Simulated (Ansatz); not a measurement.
# InSb3: a one-atom displacement scan

This session takes InSb3 and sets out to measure how stiffly atom 1 (In) is held.

Computed with Ansatz 0.2.0 (DFT PBEsol+D3(BJ), scalar-relativistic, plane waves, PAW, unless a step's input says otherwise).

2 further runs of the same task are left out: 2 set aside as unsound or not needed. Runs told in other sessions of the task aren't counted.

## 1. The structure to begin with

The structure is cubic, space group Fm-3m (No. 225). Conventional cell: a = 7.324 Å, b = 7.324 Å, c = 7.324 Å, α = 90.00°, β = 90.00°, γ = 90.00°. Around In (site symmetry m-3m) lie 8 Sb at 3.17 Å. Sb (site symmetry -43m) has 4 In at 3.17 Å and 4 Sb at 3.17 Å in its first shell of neighbours. Sb (site symmetry m-3m) is surrounded by 8 Sb at 3.17 Å.

Structure file:

```xyz
4
Lattice="0.0000 3.6621 3.6621 3.6621 0.0000 3.6621 3.6621 3.6621 0.0000" Properties=species:S:1:pos:R:3 pbc="T T T"
In    0.0000    0.0000    0.0000
Sb    1.8310    1.8310    1.8310
Sb    5.4931    5.4931    5.4931
Sb    3.6621    3.6621    3.6621
```

It goes back to an entry of the Materials Project, which need not be the stable form.

It is the result of an earlier relaxation at this level (volume 24.56 Å³/atom; gap on the mesh: none (metal)).

## 2. The scan: a one-atom displacement scan

Atom 1 (In) is moved by x along the Cartesian unit vector (0.000, 0.000, 1.000); the cell and all other atoms stay fixed. Forces below are components along that vector, summed over the moved atoms. In a periodic cell its images move with it.

## 3. At x = -0.450 Å

input.yaml reads:

```yaml
crystal:
  lattice:
    - [0.0, 3.6620664019, 3.6620664019]
    - [3.6620664019, 0.0, 3.6620664019]
    - [3.6620664019, 3.6620664019, 0.0]
  atoms:
    - { symbol: In, position: [-0.061440721, -0.061440721, 0.061440721] }
    - { symbol: Sb, position: [0.25, 0.25, 0.25] }
    - { symbol: Sb, position: [0.75, 0.75, 0.75] }
    - { symbol: Sb, position: [0.5, 0.5, 0.5] }
basis:
  ecutwfc: 420
kpoints:
  mp_grid: { grid: [12, 12, 12] }
hamiltonian:
  xc: pbesol
  dispersion: d3bj
scf:
  occupations: { method: gaussian, width: 0.15 }
output:
  forces: true
  stress: true
  eigenvalues: true
```

The run is started by

```
$ ansatz run input.yaml --threads 1 --pin off --max-ram 2560MiB --backend cpu --events-out ev --progress --plain --runs-dir out
```

## 4. At x = 0.338 Å

Changes to input.yaml since step 3:

```diff
@@ -6,3 +6,3 @@
   atoms:
-    - { symbol: In, position: [-0.061440721, -0.061440721, 0.061440721] }
+    - { symbol: In, position: [0.0460805407, 0.0460805407, -0.0460805407] }
     - { symbol: Sb, position: [0.25, 0.25, 0.25] }
```

## 5. At x = -0.225 Å

Changes to input.yaml since step 4:

```diff
@@ -6,3 +6,3 @@
   atoms:
-    - { symbol: In, position: [0.0460805407, 0.0460805407, -0.0460805407] }
+    - { symbol: In, position: [-0.0307203605, -0.0307203605, 0.0307203605] }
     - { symbol: Sb, position: [0.25, 0.25, 0.25] }
```

## 6. x = 0.113 Å

Changes to input.yaml since step 5:

```diff
@@ -6,3 +6,3 @@
   atoms:
-    - { symbol: In, position: [-0.0307203605, -0.0307203605, 0.0307203605] }
+    - { symbol: In, position: [0.0153601802, 0.0153601802, -0.0153601802] }
     - { symbol: Sb, position: [0.25, 0.25, 0.25] }
@@ -23 +23,5 @@
   eigenvalues: true
+  write_density: true
+  write_potential: true
+  elf: true
+  volumetric_format: npy
```

## 7. x = 0.394 Å

Changes to input.yaml since step 6:

```diff
@@ -6,3 +6,3 @@
   atoms:
-    - { symbol: In, position: [0.0153601802, 0.0153601802, -0.0153601802] }
+    - { symbol: In, position: [0.0537674576, 0.0537674576, -0.0537674576] }
     - { symbol: Sb, position: [0.25, 0.25, 0.25] }
@@ -23,5 +23 @@
   eigenvalues: true
-  write_density: true
-  write_potential: true
-  elf: true
-  volumetric_format: npy
```

## 8. Point x = 0.281 Å

Changes to input.yaml since step 7:

```diff
@@ -6,3 +6,3 @@
   atoms:
-    - { symbol: In, position: [0.0537674576, 0.0537674576, -0.0537674576] }
+    - { symbol: In, position: [0.0384072774, 0.0384072774, -0.0384072774] }
     - { symbol: Sb, position: [0.25, 0.25, 0.25] }
```

## 9. At x = 0.169 Å

Changes to input.yaml since step 8:

```diff
@@ -6,3 +6,3 @@
   atoms:
-    - { symbol: In, position: [0.0384072774, 0.0384072774, -0.0384072774] }
+    - { symbol: In, position: [0.0230470971, 0.0230470971, -0.0230470971] }
     - { symbol: Sb, position: [0.25, 0.25, 0.25] }
```

## 10. At x = 0.056 Å

Changes to input.yaml since step 9:

```diff
@@ -6,3 +6,3 @@
   atoms:
-    - { symbol: In, position: [0.0230470971, 0.0230470971, -0.0230470971] }
+    - { symbol: In, position: [0.0076869169, 0.0076869169, -0.0076869169] }
     - { symbol: Sb, position: [0.25, 0.25, 0.25] }
```

(Steps that only read results are left out.)

Q: Predict the outcome of this session.

As calculated:

| quantity | value |
| --- | --- |
| force constant along x, from the points at -0.225, 0 and 0.056 Å | 3.38 eV/Å² |

What this shows: The restoring force grows by 3.38 eV/Å per Å near the site; for the mass of In against a rigid frame that is a vibration of about 89 cm⁻¹. The step of 0.23 Å is wide, so anharmonic terms mix in. No sampled point lies below the undisturbed cell. Spin-orbit coupling is left out for Sb.
